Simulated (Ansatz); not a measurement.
**InH2Se−: single points off equilibrium**

One table from this session's results is given with a row withheld; the runs are named, their logs left out.

Computed with Ansatz 0.2.0, Gaussian basis. Level: single points in def2-TZVPPD.

Correlated methods freeze the cores. Filled d shells of the heavier atoms are correlated. Core potentials replace the inner electrons past krypton, and spin-orbit coupling is left out. B3LYP uses VWN-RPA correlation.

## Where the work starts

SMILES `[Se-][InH2]`, 4 atoms, charge -1, spin multiplicity 1.

Atoms are counted from 1 here; the program's logs count them from 0.

Bond lengths: Se1–In2 2.687 Å, In2–H3 1.767 Å, In2–H4 1.856 Å. Angles: Se1–In2–H3 125.5°, Se1–In2–H4 119.9°, H3–In2–H4 114.5°.

Geometry (Å):

```
Se   -2.1355    0.6822   -1.2200
In    0.0837   -0.1056    0.0733
H     0.7362   -1.7478    0.0856
H     1.0487    1.1150    1.0859
```

Set-up of the first run:

Contents of run/in.yaml:

```yaml
crystal:
  periodic: [false, false, false]
  atoms:
    - {symbol: Se, position_ang: [-2.135500, 0.682200, -1.220000]}
    - {symbol: In, position_ang: [0.083700, -0.105600, 0.073300]}
    - {symbol: H, position_ang: [0.736200, -1.747800, 0.085600]}
    - {symbol: H, position_ang: [1.048700, 1.115000, 1.085900]}
basis:
  gaussian: {orbitals: "def2-TZVPPD.json"}
total_charge: -1
correlation: {method: ccsd_t}
output: {forces: true}
```

The basis file named in the input lies beside it (Basis Set Exchange, JSON).

No record of the launch command was kept for these runs.

Among the steps run: CCSD(T)/def2-TZVPPD; PBE0-D4/def2-TZVPPD; wB97M-V/def2-TZVPPD; r2SCAN-D4/def2-TZVPPD; PBE-D4/def2-TZVPPD; B3LYP-D4/def2-TZVPPD; SPW92/def2-TZVPPD.

One table of the session follows, with a row left open; its other results are not shown here.

```
   method  RMS force component (eV/Å)  angle to CCSD(T) forces (°)
  CCSD(T)                       0.881                    reference
  PBE0-D4                       0.890                          2.5
  wB97M-V                       0.946                          1.1
r2SCAN-D4                       0.865                          1.9
   PBE-D4                       0.778                          6.2
 B3LYP-D4                           ?                            ?
    SPW92                       0.884                          2.0
```

**Question.** Estimate the row for B3LYP-D4.

The run gave: RMS force component (eV/Å): 0.799; angle to CCSD(T) forces (°): 4.2. In the column «RMS force component (eV/Å)» it lies between PBE-D4 (0.778) and r2SCAN-D4 (0.865).
